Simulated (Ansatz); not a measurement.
CH7BP2, SMILES CB(P)P: an atomisation energy, run with the Python package of Ansatz (0.2.0).

`ch7bp2.py`:
```python
'''Atomisation energy of CH7BP2 at the given geometry.'''

from collections import Counter

import ansatz as az


def energy_of(molecule, charge=0, unpaired=0):
    calc = molecule.calculation().basis(gaussian='cc-pVDZ').functional('pbe', dispersion='d4')
    if charge:
        calc = calc.charge(charge)
    if unpaired:
        calc = calc.spin('collinear', total=unpaired)
    report = calc.run(threads=1).report
    if report['published_state_doubts']:
        print('  doubts:', report['published_state_doubts'])
    return report['free_energy_ev']

geometry = (
    az.Crystal.molecule()
    .atom('C', (-0.8753, -1.4246, 0.232))
    .atom('B', (0.0267, -0.1598, -0.094))
    .atom('P', (1.863, -0.1199, 0.5041))
    .atom('P', (-0.7062, 1.3169, -1.1045))
    .atom('H', (-0.9475, -1.5524, 1.3317))
    .atom('H', (-0.4161, -2.3304, -0.2146))
    .atom('H', (-1.8932, -1.2863, -0.1872))
    .atom('H', (2.372, 0.3657, -0.7669))
    .atom('H', (1.7456, 1.1958, 1.1085))
    .atom('H', (-1.5497, 1.7645, -0.01))
    .atom('H', (0.3808, 2.2305, -0.7993))
)

# Hund ground states
unpaired = {'C': 2, 'B': 1, 'P': 3, 'H': 1}
counts = Counter(site.symbol for site in geometry.cartesian_sites)
atom_energy = {s: energy_of(az.Crystal.molecule().atom(s, (0, 0, 0)), 0, unpaired[s]) for s in counts}
whole = energy_of(geometry, 0, 0)
for s, e in atom_energy.items():
    print(f'{s:2s} x{counts[s]}  {e:14.5f} eV')
print(f'CH7BP2: {whole:.5f} eV')
split = sum(counts[s] * e for s, e in atom_energy.items()) - whole
print(f'atomisation energy (no zero-point term): {split:.3f} eV, {split / sum(counts.values()):.3f} eV an atom')
```

What does it cost to take this molecule apart into atoms?

36.815 eV from the electronic energies, without the zero-point term.

What the script printed:

`python ch7bp2.py` gives:
```text
C  x1     -1028.27851 eV
B  x1      -669.59631 eV
P  x2     -9281.76248 eV
H  x7       -13.56836 eV
CH7BP2: -20393.19348 eV
atomisation energy (no zero-point term): 36.815 eV, 3.347 eV an atom
```

What to keep in mind:
- Total energies depend on the basis set; only differences at equal settings carry meaning.
- The geometry is a force-field or estimated start, not a minimum of this method, and the basis set is short of its limit. All parts are taken at fixed geometry, without zero-point energy.
- For Al to Cl the sets with a tight d function, cc-pV(X+d)Z, are usual.
- This functional overbinds, so such energies come out a few per cent too high (LDA far more).
- It ran for 4.3 s on 1 thread of Arm Neoverse V1 (shared host), peak memory 0.2 GiB.

(Lines on the test bed's own set-up are left out of the output.)
